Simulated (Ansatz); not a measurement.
# AlF2H3Si: the cost of one run

Computed with Ansatz 0.2.0, Gaussian basis. Level: PBE0-D4/def2-TZVP structures, single points in def2-TZVPP, no counterpoise correction.

Levels: SPW92, PBE-D4, BLYP-D4, r2SCAN-D4, B97M-V, PBE0-D4, B3LYP-D4, r2SCAN0-D4, BHLYP-D4, CAM-B3LYP-D4, wB97X-V, wB97M-V, B2PLYP, PBE-QIDH, RPA on PBE, Hartree-Fock, MP2, CCSD, CCSD(T).

Cores are frozen in the correlated methods. B3LYP uses VWN-RPA correlation. B2PLYP carries no dispersion term here.

94 further runs of the same task are left out: 94 set aside as unsound or not needed. Runs told in other sessions of the task aren't counted.

### 1 Where the work starts

The complex: 11 atoms, charge 0, spin multiplicity 1.

Atoms are counted from 1 here; the program's logs count them from 0.

Bond lengths: Al1–N2 2.033 Å, Al1–F3 1.669 Å, Al1–F4 1.669 Å, Al1–Si6 2.446 Å, N2–H5 1.014 Å, N2–H7 1.016 Å, N2–H8 1.016 Å, Si6–H9 1.495 Å, Si6–H10 1.491 Å, Si6–H11 1.495 Å. Angles: N2–Al1–F3 96.5°, N2–Al1–F4 96.5°, N2–Al1–Si6 108.6°, F3–Al1–F4 115.3°, F3–Al1–Si6 117.4°, F4–Al1–Si6 117.4°, Al1–N2–H5 116.0°, Al1–N2–H7 108.0°, Al1–N2–H8 108.0°, H5–N2–H7 108.2°, H5–N2–H8 108.2°, H7–N2–H8 108.3°, Al1–Si6–H9 111.9°, Al1–Si6–H10 113.5°, Al1–Si6–H11 111.9°, H9–Si6–H10 106.7°, H9–Si6–H11 105.6°, H10–Si6–H11 106.7°.

Geometry (Å):

```
Al   -0.48948    0.29870   -0.75838
N     1.53840    0.44578   -0.73773
F    -0.59509   -0.64752   -2.12971
F    -0.79326    1.92397   -0.98914
H     1.99997    0.11009    0.10097
Si   -1.22125   -0.69456    1.35377
H     1.89950   -0.07861   -1.53004
H     1.78368    1.42394   -0.86487
H    -0.79527    0.12258    2.53141
H    -2.69973   -0.85402    1.45584
H    -0.62748   -2.05017    1.56777
```

Its parts: AlF₂H₃Si holds atoms 1, 3, 4, 6, 9, 10, 11; NH₃ holds atoms 2, 5, 7, 8. Each part counts its atoms afresh in its own runs.

### 2 Relaxing AlF₂H₃Si alone

Input file relax-a/in.yaml:

```yaml
crystal:
  periodic: [false, false, false]
  atoms:
    - {symbol: Al, position_ang: [-0.489482, 0.298705, -0.758384]}
    - {symbol: F, position_ang: [-0.595090, -0.647516, -2.129709]}
    - {symbol: F, position_ang: [-0.793255, 1.923974, -0.989139]}
    - {symbol: Si, position_ang: [-1.221252, -0.694562, 1.353771]}
    - {symbol: H, position_ang: [-0.795271, 0.122585, 2.531414]}
    - {symbol: H, position_ang: [-2.699727, -0.854018, 1.455840]}
    - {symbol: H, position_ang: [-0.627475, -2.050170, 1.567768]}
basis:
  gaussian: {orbitals: def2-TZVP}
hamiltonian: {xc: pbe0, dispersion: d4}
relax: {f_tol: 0.005, max_steps: 200}
```

Started as:

```bash
ansatz run in.yaml --threads 8 --pin off --events-out ev --progress --plain --max-ram 19148MiB
```

**Question.** How long does this run take on 8 threads of Arm Neoverse V1, shared host?

About 6.5 s.
